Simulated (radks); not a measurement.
**Nb³⁺ in [Ar] 3d10 4s1 4p6 4d2 4f1: an all-electron calculation**

Wanted: eigenvalues, radial structure and energy terms of the niobium ion Nb3+.

The numbers are computed with radks (a radial shooting solver on a logarithmic mesh, Libxc functionals) version 1 (scalar-relativistic Kohn-Sham, SOGGA, spin-unpolarised, spherical densities, finite nucleus), except any that are marked as measured or tabulated.

### 1 The atom as given

```
element            : niobium (Z = 41)
charge             : +3
electrons          : 38
configuration      : [Ar] 3d10 4s1 4p6 4d2 4f1
nuclear rms radius : 4.324 fm
```

Outer shells as boxes (Hund's rule):

Nb³⁺
```
[Ar] core
3d [↑↓][↑↓][↑↓][↑↓][↑↓]
4s [↑ ]
4p [↑↓][↑↓][↑↓]
4d [↑ ][↑ ][  ][  ][  ]
4f [↑ ][  ][  ][  ][  ][  ][  ]
```

### 2 Self-consistent calculation

The run's settings:

```text
Z 41
configuration [Ar] 3d10 4s1 4p6 4d2 4f1 5s0 5p0 5d0 5f0
relativity scalar-relativistic
functional sogga,pbe
spin unpolarised
nucleus finite rms 4.324 fm
c 137.035999084
```

The run is started by

```bash
python run_ks.py task.json out
```

All runs below come from this command, one after another.

**Question.** What will this run give?

**Answer**, as computed:

| quantity | value |
| --- | --- |
| total energy | -3812.47342 hartree |
| exchange-correlation share of it | 3.01 % |
| −T/E | 1.0296 |
| highest occupied level | 4f, -12.221 eV |
| most extended occupied level | 4f, <r> = 3.59 bohr |
| radius at density 0.001 e/bohr³ | 4.23 bohr |
| maxima of the radial density | 3 |

What this shows: 4 principal shells are occupied and 3 maxima appear in the radial density; where shells overlap, one shows as a shoulder or not at all. Relativity lifts −T/E to 1.030. This is not the tabulated ground configuration, so its levels and sizes aren't those of the ground state, and no measured value stands beside it.
